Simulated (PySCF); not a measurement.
# I2Pr (Pr(I)22+): the cost of one run

Method: PBE0, Pr lcecp-2-SVP with ECP47, I def2-SVP with ECP28; scalar-relativistic core potentials, no spin–orbit coupling; program: PySCF 2.14.0.

1 further run of the same task is left out (for a known fault of the program).

## Step 1: Starting geometry

3 atoms, charge 2, spin multiplicity 1.

Bond lengths: Pr1–I2 2.897 Å, Pr1–I3 2.897 Å. Angles: I2–Pr1–I3 131.8°.

Coordinates:

```xyz
3
charge 2, multiplicity 1
Pr    0.0000    0.0000    0.0000
I     2.6442    0.0000    1.1834
I    -2.6442    0.0000    1.1834
```

Formal oxidation states: Pr +4. Each metal's 1 4f electrons lie in its core potential, so multiplicities, spins and levels count the valence alone.

## Step 2: SCF at the start, singlet

run.py (the lines that set the calculation)

```python
mol = gto.M(atom='''
Pr     0.00000     0.00000     0.00000
I      2.64420     0.00000     1.18340
I     -2.64420     0.00000     1.18340''',
    basis={'Pr': 'lcecp-2-SVP', 'I': 'def2-SVP'},
    ecp={'Pr': 'lcecp-2-SVP', 'I': 'def2-SVP'},
    charge=2, spin=0)
mf = dft.RKS(mol, xc='PBE0')
mf.grids.atom_grid = (50, 194)  # f atoms: unpruned, at least (60, 302)
mf = mf.density_fit()  # fitting sets: Pr AutoAux, I def2-universal-JKFIT
mf.conv_tol = 1e-08; mf.max_cycle = 55
mf.kernel(dm0)  # dm0: free metal ions and neutral atoms
```

Command:

```console
OMP_NUM_THREADS=2 python run.py
```

What time and memory should one allow on 2 threads of Intel Xeon at 2.50GHz (Skylake/Cascade Lake), shared host?

About 29 s, with a peak of 0.35 GiB.
